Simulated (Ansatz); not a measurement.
**C₂H₇InO: a ladder of functionals and wavefunction methods**

One table from this session's results is given with a row withheld; the runs are named, their logs left out.

Method: functionals in def2-TZVPP, the program's frozen cores in correlated methods; program: Ansatz 0.2.0, Gaussian basis.

Levels to be run: LDA (SPW92), PBE-D4, revPBE-D4, BLYP-D4, r2SCAN-D4, B97M-V, PBE0-D4, B3LYP-D4, r2SCANh-D4, r2SCAN0-D4, HSE06-D4, BHLYP-D4, CAM-B3LYP-D4, LC-ωPBE, ωB97X-V, ωB97M-V, B2PLYP, PBE-QIDH; CCSD(T)/def2-SVP; CCSD(T)/def2-TZVPP; MP2/def2-QZVPP; extrapolation to the limit; RPA on PBE.

## The geometry

The geometry comes from an earlier relaxation with PBE0-D4 in a triple-zeta def2 set; it is a stationary point, not always the lowest conformer. In takes the def2 core potential; no spin-orbit term is included.

SMILES `C[CH](O)[InH2]`, 11 atoms, charge 0, spin multiplicity 1.

Atoms are counted from 1 here; the program's logs count them from 0.

Bond lengths: C1–C2 1.510 Å, C1–H5 1.094 Å, C1–H6 1.100 Å, C1–H7 1.093 Å, C2–O3 1.432 Å, C2–In4 2.187 Å, C2–H8 1.097 Å, O3–H9 0.964 Å, In4–H10 1.731 Å, In4–H11 1.728 Å. Angles: C2–C1–H5 110.9°, C2–C1–H6 111.2°, C2–C1–H7 111.7°, H5–C1–H6 107.1°, H5–C1–H7 108.1°, H6–C1–H7 107.6°, C1–C2–O3 111.8°, C1–C2–In4 116.4°, C1–C2–H8 109.8°, O3–C2–In4 97.8°, O3–C2–H8 109.8°, In4–C2–H8 110.7°, C2–O3–H9 109.2°, C2–In4–H10 117.7°, C2–In4–H11 121.1°, H10–In4–H11 121.1°.

Geometry (Å):

```mol
C2H7InO
  3D, bonds by distance, orders not assigned

 11 10  0  0  0  0  0  0  0  0999 V2000
   -0.7025    1.1101    0.3972 C   0  0
   -0.2530   -0.3298    0.3283 C   0  0
    0.8186   -0.5975    1.2404 O   0  0
    0.7620   -0.9445   -1.5087 In  0  0
   -1.5301    1.2949   -0.2943 H   0  0
   -1.0602    1.3669    1.4049 H   0  0
    0.1083    1.7991    0.1478 H   0  0
   -1.0994   -0.9935    0.5447 H   0  0
    0.5410   -0.3625    2.1330 H   0  0
    1.7279    0.2355   -2.3280 H   0  0
    0.6873   -2.5786   -2.0653 H   0  0
  1  2  8  0
  2  3  8  0
  2  4  8  0
  1  5  8  0
  1  6  8  0
  1  7  8  0
  2  8  8  0
  3  9  8  0
  4 10  8  0
  4 11  8  0
M  END
```

The first run:

Contents of in.yaml:

```yaml
crystal:
  periodic: [false, false, false]
  atoms:
    - {symbol: C, position_ang: [-0.702466, 1.110056, 0.397188]}
    - {symbol: C, position_ang: [-0.252977, -0.329796, 0.328316]}
    - {symbol: O, position_ang: [0.818582, -0.597539, 1.240406]}
    - {symbol: In, position_ang: [0.762006, -0.944481, -1.508724]}
    - {symbol: H, position_ang: [-1.530061, 1.294914, -0.294283]}
    - {symbol: H, position_ang: [-1.060161, 1.366891, 1.404858]}
    - {symbol: H, position_ang: [0.108285, 1.799076, 0.147783]}
    - {symbol: H, position_ang: [-1.099388, -0.993506, 0.544730]}
    - {symbol: H, position_ang: [0.540982, -0.362548, 2.132958]}
    - {symbol: H, position_ang: [1.727933, 0.235494, -2.327959]}
    - {symbol: H, position_ang: [0.687263, -2.578570, -2.065263]}
basis:
  gaussian: {orbitals: def2-TZVPP}
hamiltonian: {xc: lda}
output: {orbitals: {seedname: orbitals}}
```

Started as:

```bash
ansatz run in.yaml --threads 4 --pin off --events-out ev --progress --plain --max-ram 10444MiB
```

Steps of the session up to this table: LDA; PBE-D4 (GGA); revPBE-D4 (GGA); BLYP-D4 (GGA); r2SCAN-D4 (meta-GGA); B97M-V (meta-GGA); B3LYP-D4 (hybrid); r2SCANh-D4 (hybrid); r2SCAN0-D4 (hybrid); HSE06-D4 (hybrid); BHLYP-D4 (hybrid); CAM-B3LYP-D4 (range-separated); LC-ωPBE (range-separated); ωB97X-V (range-separated); ωB97M-V (range-separated); B2PLYP (double hybrid); PBE-QIDH (double hybrid).

One of the session's tables, all rows but one given; the rest of the session is left out.

It belongs to the step «Frontier levels by functional». 

```
  functional  HOMO (eV)  LUMO (eV)  gap (eV)
 LDA (SPW92)      -5.83      -2.51      3.33
      PBE-D4      -5.71      -2.24      3.47
   revPBE-D4      -5.66      -2.12      3.54
     BLYP-D4      -5.62      -2.22      3.40
   r2SCAN-D4      -5.91      -1.94      3.97
      B97M-V      -6.01      -2.26      3.75
     PBE0-D4      -6.85      -1.49      5.36
    B3LYP-D4      -6.69      -1.78      4.90
  r2SCANh-D4      -6.34      -1.68      4.66
  r2SCAN0-D4          ?          ?         ?
    HSE06-D4      -6.46      -1.84      4.61
    BHLYP-D4      -7.93      -0.85      7.08
CAM-B3LYP-D4      -8.18      -0.71      7.47
     LC-ωPBE      -9.45       0.44      9.89
     ωB97X-V      -9.13       0.27      9.40
     ωB97M-V      -9.02      -0.05      8.97
```

**Question.** Estimate the row for r2SCAN0-D4.

Worked estimate for «HOMO (eV)». Against the share of exact exchange, r2SCAN-D4 (0, -5.91), r2SCANh-D4 (0.1, -6.34) give a slope of -4.30 per unit share; at 0.25 the line stands at -6.98.

As computed: HOMO (eV): -6.99; LUMO (eV): -1.31; gap (eV): 5.68. In «HOMO (eV)» the line misses by +0.01.
